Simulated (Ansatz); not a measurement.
# CoH (quintet): wave-function methods side by side, def2-SVP

An exercise on one series of results from a longer session: the logs are not shown, and one member is left open.

The runs use Ansatz 0.2.0, Gaussian basis; def2-SVP, core rule «outside noble gas», up to 9 orbitals frozen.

To be run: UHF; CCSD(T) on ROHF; CCSD(T) on UHF; CISD; CCSDT(Q) on ROHF; CCSDT(Q) on UHF; CASSCF and MRCISD+Q, 10 electrons in 7 orbitals; CASSCF and NEVPT4(SD), 10 electrons in 7 orbitals; CASSCF and NEVPT2, 10 electrons in 7 orbitals.

17 further runs of the same task are left out: 2 for a known fault of the program, 4 that didn't finish, 11 set aside as unsound or not needed.

## The geometry

The geometry is a PBE0/def2-TZVP stationary point (not a proven minimum) of the parent state, kept for this charge and spin.

2 atoms, charge 0, spin multiplicity 5.

Atoms are counted from 1 here; the program's logs count them from 0.

Bond lengths: Co1–H2 1.524 Å.

The first run:

Input file in.yaml:

```yaml
crystal:
  periodic: [false, false, false]
  atoms:
    - {symbol: Co, position_ang: [0.000000, 0.000000, 0.000000]}
    - {symbol: H, position_ang: [0.000000, 0.000000, 1.524200]}
basis:
  gaussian: {orbitals: def2-SVP}
magnetization: {spin_polarized: true, initial_magnetization: 4}
hamiltonian: {xc: hf}
output: {orbitals: {seedname: orbitals}}
```

Started as:

```console
$ ansatz run in.yaml --threads 1 --pin off --events-out ev --progress --plain --max-ram 2393MiB
```

Among the steps run: UHF; CCSD(T) on ROHF; CCSD(T) on UHF; CISD; CCSDT(Q) on ROHF; CCSDT(Q) on UHF; CASSCF and MRCISD+Q, 10 electrons in 7 orbitals; CASSCF and NEVPT4(SD), 10 electrons in 7 orbitals; CASSCF and NEVPT2, 10 electrons in 7 orbitals.

One of the session's tables, all rows but one given; the rest of the session is left out.

It belongs to the step «Misses and costs». 

```
            method  from RCCSDT(Q) (kJ/mol)
              ROHF                   +444.9
               UHF                   +430.8
              RMP2                    +44.3
              UMP2                    +33.7
              CISD                        ?
             RCCSD                    +11.5
             UCCSD                     +2.3
          RCCSD(T)                     +2.1
          UCCSD(T)                     -7.0
            RCCSDT                     -0.1
            UCCSDT                     -8.3
         RCCSDT(Q)                        0
         UCCSDT(Q)                     -7.9
    CASSCF valence                   +442.5
    NEVPT2 valence                    +93.4
NEVPT4(SD) valence                    +20.9
    MRCISD valence                    +31.5
  MRCISD+Q valence                    +13.0
```

Q: Estimate the row for CISD from the others.

**Answer.** from RCCSDT(Q) (kJ/mol): +27.1. In the column «from RCCSDT(Q) (kJ/mol)» it lies between NEVPT4(SD) valence (+20.9) and MRCISD valence (+31.5).

To keep in mind: Restricted and unrestricted rows rest on different reference determinants; where their highest levels disagree by more than a few hundredths of an eV, they describe different states and don't form one ladder.
